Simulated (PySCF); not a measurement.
**C₄H₄FNSi: electronic excitations and core binding energies**

What electronic excitations and core binding energies should C₄H₄FNSi (`N#CC1=C[SiH2][C@@H]1F`) show?

Computed with PySCF 2.14.0, with density-fitted response routines of our own, on a single molecule in the gas phase. Atoms are numbered from 0 throughout.

**1. The starting structure**

11 atoms, charge 0, multiplicity 1; geometry from: GFN2-xTB.

Bonds of the start (Å): N0–C1 1.15, C1–C2 1.40, C2–C3 1.35, C3–Si4 1.89, Si4–C5 1.95, C5–F6 1.38, C5–C2 1.52, C3–H7 1.08, Si4–H8 1.46, Si4–H9 1.46, C5–H10 1.09.

**2. Ultraviolet spectrum: PBE0/def2-SVPD**

The job: settings as JSON, then the geometry in Å.

```
{"job": {"kind": "uv", "xc": "PBE0", "basis": "def2-SVPD", "nstates": 8, "ntriplets": 3}, "charge": 0, "multiplicity": 1}
N      3.250760    -0.737286     0.173913
C      2.133895    -0.472720     0.193270
C      0.771626    -0.139981     0.198085
C     -0.039522     0.169937     1.228019
Si    -1.590401     0.393705     0.163050
C     -0.106645    -0.030192    -1.033576
F     -0.205638    -1.213848    -1.738765
H      0.252608     0.235274     2.263581
H     -2.123518     1.744813     0.032794
H     -2.587225    -0.663146     0.243962
H      0.249483     0.716114    -1.750297
```

Method: TDDFT PBE0/def2-SVPD, vertical, gas phase, core orbitals frozen in the response.

Started as:

```console
OMP_NUM_THREADS=1 python probes_run.py task.json out
```

This one command runs all jobs of the session in turn.

What it wrote:

```text
coarse grid: 10600 points
cycle   1  E = -597.9308588005  dE =  9.571e-01  |g| = 5.313e-01  |ddm| = 5.095e+00
cycle   2  E = -597.7787752362  dE =  1.521e-01  |g| = 1.018e+00  |ddm| = 1.811e+00
cycle   3  E = -597.9864611868  dE = -2.077e-01  |g| = 1.646e-01  |ddm| = 1.206e+00
cycle   4  E = -597.9918524484  dE = -5.391e-03  |g| = 6.542e-02  |ddm| = 2.676e-01
cycle   5  E = -597.9927043520  dE = -8.519e-04  |g| = 1.473e-02  |ddm| = 8.165e-02
cycle   6  E = -597.9927544627  dE = -5.011e-05  |g| = 4.511e-03  |ddm| = 3.629e-02
cycle   7  E = -597.9927591278  dE = -4.665e-06  |g| = 1.323e-03  |ddm| = 9.066e-03
final grid: 100848 points
cycle   8  E = -598.0707379532  dE = -1.785e-05  |g| = 5.912e-03  |ddm| = 6.685e-02
cycle   9  E = -598.0707291296  dE =  8.824e-06  |g| = 8.678e-03  |ddm| = 2.349e-02
cycle  10  E = -598.0707464558  dE = -1.733e-05  |g| = 9.386e-04  |ddm| = 1.384e-02
cycle  11  E = -598.0707466538  dE = -1.980e-07  |g| = 2.881e-04  |ddm| = 1.605e-03
cycle  12  E = -598.0707466736  dE = -1.977e-08  |g| = 1.072e-04  |ddm| = 6.168e-04
cycle  13  E = -598.0707466760  dE = -2.401e-09  |g| = 3.861e-05  |ddm| = 2.107e-04
cycle  14  E = -598.0707466762  dE = -2.456e-10  |g| = 2.166e-05  |ddm| = 7.698e-05
converged SCF energy = -598.0707466762

Static polarisability (au): isotropic 76.751, principal 55.332 66.575 108.347

Singlet excitations
state   eV       nm        f      main configurations
  1   5.0785    244.1   0.00556   H->L 0.53, H-1->L 0.46
  2   5.7571    215.4   0.03024   H-2->L 0.74, H-1->L 0.09, H->L 0.08
  3   5.9433    208.6   0.15296   H-1->L 0.34, H->L 0.29, H-2->L 0.20
  4   6.0869    203.7   0.01727   H-3->L 0.90
  5   6.4256    193.0   0.02873   H->L+1 0.84, H-1->L+1 0.09
  6   6.8929    179.9   0.21290   H-1->L+1 0.77
  7   7.2446    171.1   0.00580   H-4->L 0.82, H-5->L 0.10
  8   7.4274    166.9   0.00286   H-5->L 0.40, H-2->L+1 0.34, H-6->L 0.18

Triplet excitations (Tamm-Dancoff, eV): 3.6136 4.9092 5.3246
```

Wall time 34 s (1 thread of Arm Neoverse V1, shared host); peak memory 0.71 GiB.

The orbitals next to the gap, with their largest atomic shares:

| orbital | eV | atoms |
| --- | --- | --- |
| HOMO−3 | -9.97 | N0 32 %, C1 23 %, C3 16 % |
| HOMO−2 | -9.57 | F6 19 %, C3 15 %, C5 14 % |
| HOMO−1 | -8.84 | C5 19 %, F6 15 %, Si4 14 % |
| HOMO | -8.53 | C3 20 %, C2 16 %, C5 14 % |
| LUMO | -2.18 | C3 32 %, C2 25 %, N0 15 % |
| LUMO+1 | -0.83 | Si4 37 %, H8 10 %, C5 10 % |
| LUMO+2 | 0.33 | Si4 37 %, H8 14 %, C3 11 % |

With each of the 8 states as a Gaussian band of 0.4 eV half-width at 1/e, the curve within the window shown has maxima at 208 nm (ε 8,100), 180 nm (ε 9,100) L/(mol cm). Beyond the last state computed it falls off for lack of states. The curve at chosen wavelengths:

```
 nm  ε (L/mol/cm)
160           232
165          1175
169          3144
174          6804
179          9042
183          8485
188          6347
192          5279
197          5673
202          7142
206          7998
211          7783
216          6242
220          4614
225          2778
230          1517
234           919
239           525
244           345
248           267
253           199
257           153
262           105
267            67
271            44
276            25
```

Ground-state properties from the same run:

| property | computed |
| --- | --- |
| dipole moment (D) | 4.87 |
| polarisability (Å³) | 11.37 |
| HOMO–LUMO gap (eV) | 6.35 |
| −ε(HOMO) (eV) | 8.53 |

**3. X-ray photoelectron lines: SCAN, X2C**

The job, as its differences from that of step 2:

```diff
@@ -1,2 +1,2 @@
-{"job": {"kind": "uv", "xc": "PBE0", "basis": "def2-SVPD", "nstates": 8, "ntriplets": 3}, "charge": 0, "multiplicity": 1}
+{"job": {"kind": "xps"}, "charge": 0, "multiplicity": 1}
 N      3.250760    -0.737286     0.173913
```

Method: delta-SCF UKS SCAN, pcX-2 on the ionised atom, pcseg-1 elsewhere, spin-free X2C.

What it wrote:

```text
ground state, core basis on atom 0 (N), 153 functions
  cycle   1  E = -599.32531353  |g| = 5.63e-01
  cycle   2  E = -599.11210268  |g| = 1.16e+00
  cycle   3  E = -599.37005860  |g| = 3.08e-01
  cycle   4  E = -599.39147845  |g| = 8.04e-02
  cycle   5  E = -599.39270037  |g| = 3.03e-02
  cycle   6  E = -599.39289813  |g| = 1.05e-02
  cycle   7  E = -599.39291961  |g| = 5.45e-03
  cycle   8  E = -599.39292806  |g| = 1.99e-03
  cycle   9  E = -599.39292843  |g| = 4.73e-04
  E(ground) = -599.42969620 Eh
hole in N 1s of atom 0
  cycle   1  E = -583.79131755  |g| = 1.84e+00
  cycle   2  E = -580.52133359  |g| = 2.75e+00
  cycle   3  E = -583.99364727  |g| = 9.15e-01
  cycle   4  E = -584.34668315  |g| = 6.02e-01
  cycle   5  E = -584.45825780  |g| = 3.30e-01
  cycle   6  E = -584.50411541  |g| = 1.07e-01
  cycle   7  E = -584.51041525  |g| = 3.17e-02
  cycle   8  E = -584.51088353  |g| = 1.65e-02
  cycle   9  E = -584.51107523  |g| = 6.83e-03
  cycle  10  E = -584.51112952  |g| = 4.73e-03
  cycle  11  E = -584.51115499  |g| = 2.91e-03
  cycle  12  E = -584.51116509  |g| = 1.26e-03
  cycle  13  E = -584.51116937  |g| = 4.86e-04
  E(ion) = -584.54783630 Eh   <S^2> = 0.8130   hole on atom = 1.000   binding energy = 404.956 eV
ground state, core basis on atom 1 (C), 153 functions
  cycle   1  E = -599.38315350  |g| = 5.88e-02
  cycle   2  E = -599.38266338  |g| = 5.02e-02
  cycle   3  E = -599.38228306  |g| = 6.38e-02
  cycle   4  E = -599.38322460  |g| = 1.04e-02
  cycle   5  E = -599.38325141  |g| = 1.71e-03
  cycle   6  E = -599.38325105  |g| = 4.49e-04
  E(ground) = -599.42392680 Eh
hole in C 1s of atom 1
  cycle   1  E = -588.09120334  |g| = 1.51e+00
  cycle   2  E = -582.62288013  |g| = 2.99e+00
  cycle   3  E = -586.77375696  |g| = 1.60e+00
  cycle   4  E = -588.41238296  |g| = 7.27e-01
  cycle   5  E = -588.52991522  |g| = 4.94e-01
  cycle   6  E = -588.63504770  |g| = 1.34e-01
  cycle   7  E = -588.64370886  |g| = 3.74e-02
  cycle   8  E = -588.64437623  |g| = 1.75e-02
  cycle   9  E = -588.64460279  |g| = 7.91e-03
  cycle  10  E = -588.64470943  |g| = 6.56e-03
  cycle  11  E = -588.64480677  |g| = 5.17e-03
  cycle  12  E = -588.64487719  |g| = 2.97e-03
  cycle  13  E = -588.64490907  |g| = 1.76e-03
  cycle  14  E = -588.64491433  |g| = 1.08e-03
  cycle  15  E = -588.64491904  |g| = 6.93e-04
  cycle  16  E = -588.64491966  |g| = 4.23e-04
  E(ion) = -588.68341814 Eh   <S^2> = 0.8235   hole on atom = 1.000   binding energy = 292.264 eV
ground state, core basis on atom 2 (C), 153 functions
  cycle   1  E = -599.38242551  |g| = 6.26e-02
  cycle   2  E = -599.38128937  |g| = 7.41e-02
  cycle   3  E = -599.38175076  |g| = 5.96e-02
  cycle   4  E = -599.38258822  |g| = 1.22e-02
  cycle   5  E = -599.38261664  |g| = 3.35e-03
  cycle   6  E = -599.38262132  |g| = 5.07e-04
  cycle   7  E = -599.38261956  |g| = 1.50e-04
  E(ground) = -599.42116623 Eh
hole in C 1s of atom 2
  cycle   1  E = -588.06322039  |g| = 1.52e+00
  cycle   2  E = -586.21729450  |g| = 2.46e+00
  cycle   3  E = -588.31264330  |g| = 8.35e-01
  cycle   4  E = -588.37016030  |g| = 7.20e-01
  cycle   5  E = -588.62346715  |g| = 2.02e-01
  cycle   6  E = -588.64302719  |g| = 8.26e-02
  cycle   7  E = -588.64616977  |g| = 1.80e-02
  cycle   8  E = -588.64640956  |g| = 9.53e-03
  cycle   9  E = -588.64648731  |g| = 6.39e-03
  cycle  10  E = -588.64653717  |g| = 4.39e-03
  cycle  11  E = -588.64657917  |g| = 2.20e-03
  cycle  12  E = -588.64659772  |g| = 1.10e-03
  cycle  13  E = -588.64660174  |g| = 6.35e-04
  cycle  14  E = -588.64660335  |g| = 3.05e-04
  E(ion) = -588.68362466 Eh   <S^2> = 0.8095   hole on atom = 1.000   binding energy = 292.183 eV
ground state, core basis on atom 3 (C), 153 functions
  cycle   1  E = -599.38070954  |g| = 6.05e-02
  cycle   2  E = -599.38019684  |g| = 5.12e-02
  cycle   3  E = -599.38031363  |g| = 4.52e-02
  cycle   4  E = -599.38086176  |g| = 6.60e-03
  cycle   5  E = -599.38087262  |g| = 1.21e-03
  cycle   6  E = -599.38087485  |g| = 6.81e-04
  cycle   7  E = -599.38087589  |g| = 3.15e-04
  E(ground) = -599.41909670 Eh
hole in C 1s of atom 3
  cycle   1  E = -588.09119068  |g| = 1.51e+00
  cycle   2  E = -586.56230340  |g| = 2.21e+00
  cycle   3  E = -588.36509209  |g| = 8.01e-01
  cycle   4  E = -588.44327326  |g| = 7.04e-01
  cycle   5  E = -588.66865165  |g| = 2.15e-01
  cycle   6  E = -588.68969577  |g| = 5.56e-02
  cycle   7  E = -588.69101792  |g| = 2.32e-02
  cycle   8  E = -588.69127565  |g| = 7.33e-03
  cycle   9  E = -588.69134270  |g| = 5.40e-03
  cycle  10  E = -588.69138187  |g| = 3.66e-03
  cycle  11  E = -588.69141361  |g| = 2.17e-03
  cycle  12  E = -588.69142653  |g| = 6.82e-04
  cycle  13  E = -588.69142814  |g| = 3.61e-04
  E(ion) = -588.72885462 Eh   <S^2> = 0.8204   hole on atom = 1.000   binding energy = 290.896 eV
ground state, core basis on atom 4 (Si), 164 functions
  cycle   1  E = -599.47393053  |g| = 2.86e-01
  cycle   2  E = -599.47361302  |g| = 5.03e-02
  cycle   3  E = -599.47155554  |g| = 9.48e-02
  cycle   4  E = -599.47407446  |g| = 1.72e-02
  cycle   5  E = -599.47412342  |g| = 9.54e-03
  cycle   6  E = -599.47414369  |g| = 1.24e-03
  cycle   7  E = -599.47414479  |g| = 2.81e-04
  E(ground) = -599.47015989 Eh
hole in Si 1s of atom 4
  cycle   1  E = -530.51862936  |g| = 4.35e+00
  cycle   2  E = -529.07524407  |g| = 2.66e+00
  cycle   3  E = -522.02073667  |g| = 3.25e+00
  cycle   4  E = -531.44639644  |g| = 4.94e-01
  cycle   5  E = -531.39832295  |g| = 6.14e-01
  cycle   6  E = -531.55453491  |g| = 2.39e-01
  cycle   7  E = -531.57881079  |g| = 7.75e-02
  cycle   8  E = -531.58161009  |g| = 2.48e-02
  cycle   9  E = -531.58184899  |g| = 1.30e-02
  cycle  10  E = -531.58194142  |g| = 3.25e-03
  cycle  11  E = -531.58194691  |g| = 9.88e-04
  cycle  12  E = -531.58194740  |g| = 6.09e-04
  cycle  13  E = -531.58194763  |g| = 3.62e-04
  E(ion) = -531.58567493 Eh   <S^2> = 0.7531   hole on atom = 1.000   binding energy = 1847.231 eV
hole in Si 2p of atom 4
  cycle   1  E = -595.17557737  |g| = 1.23e+00
  cycle   2  E = -593.98016816  |g| = 1.71e+00
  cycle   3  E = -595.07024812  |g| = 8.28e-01
  cycle   4  E = -595.42536260  |g| = 3.97e-01
  cycle   5  E = -595.46634323  |g| = 2.69e-01
  cycle   6  E = -595.49698267  |g| = 1.16e-01
  cycle   7  E = -595.50347041  |g| = 1.87e-02
  cycle   8  E = -595.50365309  |g| = 8.75e-03
  cycle   9  E = -595.50368773  |g| = 2.58e-03
  cycle  10  E = -595.50369116  |g| = 1.74e-03
  cycle  11  E = -595.50369373  |g| = 7.06e-04
  cycle  12  E = -595.50369466  |g| = 4.05e-04
  E(ion) = -595.51161677 Eh   <S^2> = 0.7549   hole on atom = 1.002   binding energy = 107.717 eV
  2p3/2 = 107.489 eV   2p1/2 = 108.113 eV
ground state, core basis on atom 5 (C), 153 functions
  cycle   1  E = -599.38423474  |g| = 6.26e-02
  cycle   2  E = -599.38415093  |g| = 3.59e-02
  cycle   3  E = -599.38418977  |g| = 3.59e-02
  cycle   4  E = -599.38439438  |g| = 1.56e-02
  cycle   5  E = -599.38445213  |g| = 3.99e-03
  cycle   6  E = -599.38445670  |g| = 8.57e-04
  cycle   7  E = -599.38445521  |g| = 3.04e-04
  E(ground) = -599.42169580 Eh
hole in C 1s of atom 5
  cycle   1  E = -588.04355568  |g| = 1.51e+00
  cycle   2  E = -584.64121486  |g| = 2.84e+00
  cycle   3  E = -588.11558680  |g| = 1.04e+00
  cycle   4  E = -588.48688482  |g| = 5.86e-01
  cycle   5  E = -588.56691816  |g| = 3.36e-01
  cycle   6  E = -588.60128829  |g| = 2.15e-01
  cycle   7  E = -588.62072850  |g| = 2.68e-02
  cycle   8  E = -588.62099652  |g| = 1.67e-02
  cycle   9  E = -588.62114844  |g| = 7.83e-03
  cycle  10  E = -588.62118805  |g| = 2.09e-03
  cycle  11  E = -588.62119546  |g| = 1.15e-03
  cycle  12  E = -588.62120012  |g| = 7.43e-04
  cycle  13  E = -588.62120189  |g| = 5.55e-04
  cycle  14  E = -588.62120495  |g| = 4.45e-04
  E(ion) = -588.65808767 Eh   <S^2> = 0.7750   hole on atom = 1.000   binding energy = 292.893 eV
ground state, core basis on atom 6 (F), 153 functions
  cycle   1  E = -599.42443879  |g| = 1.17e-01
  cycle   2  E = -599.42400578  |g| = 6.57e-02
  cycle   3  E = -599.42392538  |g| = 6.98e-02
  cycle   4  E = -599.42459599  |g| = 1.33e-02
  cycle   5  E = -599.42463520  |g| = 1.99e-03
  cycle   6  E = -599.42463705  |g| = 4.75e-04
  E(ground) = -599.46415430 Eh
hole in F 1s of atom 6
  cycle   1  E = -573.07173998  |g| = 2.58e+00
  cycle   2  E = -572.39290315  |g| = 2.40e+00
  cycle   3  E = -573.59141512  |g| = 8.47e-01
  cycle   4  E = -573.78409182  |g| = 6.12e-01
  cycle   5  E = -573.92929400  |g| = 3.05e-01
  cycle   6  E = -573.96669878  |g| = 1.16e-01
  cycle   7  E = -573.97180863  |g| = 6.11e-02
  cycle   8  E = -573.97397118  |g| = 5.32e-03
  cycle   9  E = -573.97398312  |g| = 2.25e-03
  cycle  10  E = -573.97398618  |g| = 6.36e-04
  cycle  11  E = -573.97398748  |g| = 3.87e-04
  E(ion) = -574.01931294 Eh   <S^2> = 0.7576   hole on atom = 1.000   binding energy = 692.389 eV
```

Run time: 77 s. Hardware: 1 thread of Arm Neoverse V1, shared host; peak memory 0.46 GiB.

Binding energies by hole, beside the orbital energy of the ground state; the difference holds orbital relaxation and, for a density functional, its self-interaction error:

| hole | stands for | environment | ΔSCF (eV; 2p as the shell's mean) | −ε (eV) | ⟨S²⟩ |
| --- | --- | --- | --- | --- | --- |
| N1s on N0 | N0 | nitrile nitrogen | 404.96 | 386.4 | 0.813 |
| C1s on C1 | C1 | nitrile carbon | 292.26 | 274.9 | 0.824 |
| C1s on C2 | C2 | fully substituted alkene carbon | 292.18 | 275.7 | 0.809 |
| C1s on C3 | C3 | alkene CH | 290.90 | 274.8 | 0.820 |
| Si1s on Si4 | Si4 | silicon bonded to 2 C, 2 H, in a 4-membered ring | 1847.23 | 1794.2 | 0.753 |
| Si2p on Si4 | Si4 | silicon bonded to 2 C, 2 H, in a 4-membered ring | 107.70 | 97.0 | 0.755 |
| C1s on C5 | C5 | allylic sp3 CH bonded to F and Si | 292.89 | 276.2 | 0.775 |
| F1s on F6 | F6 | fluorine on an sp3 carbon | 692.39 | 666.7 | 0.758 |

With the spin-orbit splitting: Si4 2p3/2 107.49, 2p1/2 108.11 eV. The table gives each 2p level as the mean over the whole 2p shell (two parts 2p3/2, one part 2p1/2), which differs a little from the single hole in the log.

**4. What came out**

| quantity | value |
| --- | --- |
| lowest singlet (PBE0/def2-SVPD) | 5.08 eV (244 nm), f = 0.006 |
| brightest single state of those computed | state 6, 6.89 eV, f = 0.213 |
| lowest triplet | 3.61 eV |
| C1s binding energies, SCAN/pcX-2 | C5 292.89, C1 292.26, C2 292.18, C3 290.90 eV |
| N1s binding energies, SCAN/pcX-2 | N0 404.96 eV |
| Si1s binding energies, SCAN/pcX-2 | Si4 1847.23 eV |
| Si2p binding energies, SCAN/pcX-2 | Si4 107.70 eV |
| F1s binding energies, SCAN/pcX-2 | F6 692.39 eV |

In words: The lowest singlet, at 5.08 eV, is HOMO→LUMO 0.53, HOMO−1→LUMO 0.46 and is weak; of the 8 states computed, the strongest absorption comes from state 6 at 6.89 eV. The lowest triplet lies 1.46 eV below the lowest singlet (triplets in Tamm-Dancoff, singlets in full TDDFT). C5 (allylic sp3 CH bonded to F and Si) binds its C1s electron 2.00 eV more tightly than C3 (alkene CH).
